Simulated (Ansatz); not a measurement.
Write a Python script for Ansatz 0.2.0, Python API that makes a test of the smearing width of Al, space group Im-3m. Use (first run): r2SCAN, PAW, the default cutoff (500 eV here), 15×15×15 k-points, Fermi-Dirac smearing of 0.5 eV. The script varies width (eV): 0.5, 0.3, 0.2, 0.1.

The script reads `al.cif`:
```cif
data_Al
_cell_length_a 2.756072
_cell_length_b 2.756072
_cell_length_c 2.756072
_cell_angle_alpha 109.47122
_cell_angle_beta 109.47122
_cell_angle_gamma 109.47122
_symmetry_space_group_name_H-M 'P 1'
_symmetry_Int_Tables_number 1
loop_
_symmetry_equiv_pos_as_xyz
'x, y, z'
loop_
_atom_site_label
_atom_site_type_symbol
_atom_site_fract_x
_atom_site_fract_y
_atom_site_fract_z
Al1 Al    0.000000    0.000000    0.000000
```

The script, `smear_al.py`:
```python
import ansatz as az
from ase.io import read
from tabulate import tabulate

atoms = read("al.cif")
crystal = az.Crystal.from_ase(atoms)

calculation = crystal.calculation().functional("r2scan").kpoints(15)

rows = []
for value in [0.5, 0.3, 0.2, 0.1]:
    rep = calculation.occupations("fermi_dirac", width=value).run(threads=1).report
    rows.append((value, rep["free_energy_ev"] / len(rep["lattice"]["sites"]), rep["n_iterations"], rep["n_kpoints"]))

print(tabulate(rows, headers=["width (eV)", "F/atom (eV)", "iterations", "k-points"], floatfmt=".4f", tablefmt="grid"))

for row in rows[:-1]:
    shift = 1000 * (row[1] - rows[-1][1])
    print(f"{row[0]}: {shift:+.2f} meV/atom" + ("  (within 5 meV)" if abs(shift) < 5 else ""))
```

Output of `python smear_al.py`:
```text
DeckWarning: basis.ecutwfc = 500 eV, auto-derived from the records' recommended cutoffs: set by Al (their level for a meta-GGA)
+--------------+---------------+--------------+------------+
|   width (eV) |   F/atom (eV) |   iterations |   k-points |
+==============+===============+==============+============+
|       0.5000 |     -540.4550 |            6 |        120 |
+--------------+---------------+--------------+------------+
|       0.3000 |     -540.3548 |            6 |        120 |
+--------------+---------------+--------------+------------+
|       0.2000 |     -540.3237 |            6 |        120 |
+--------------+---------------+--------------+------------+
|       0.1000 |     -540.3049 |            6 |        120 |
+--------------+---------------+--------------+------------+
0.5: -150.06 meV/atom
0.3: -49.88 meV/atom
0.2: -18.72 meV/atom
```
(Warnings from the package without file and line.)

Going from 0.1 to 0.5 eV changes F by -150.1 meV an atom. With this scheme F falls roughly as the square of the width; the report's estimate for zero width (energy_sigma0_ev) moves by only +0.6 meV.

Caveats:
- The smearing is wide enough that free energy and stress hold a thermal part of the electrons.
- The narrowest width needs the finest mesh, so the last row is no converged reference.
- This isn't the structure that Al takes at ambient conditions.
- Hardware and time: 6.4 s on 1 thread of Intel(R) Xeon(R) Processor @ 2.30GHz, on a shared host, peak memory 0.54 GiB.
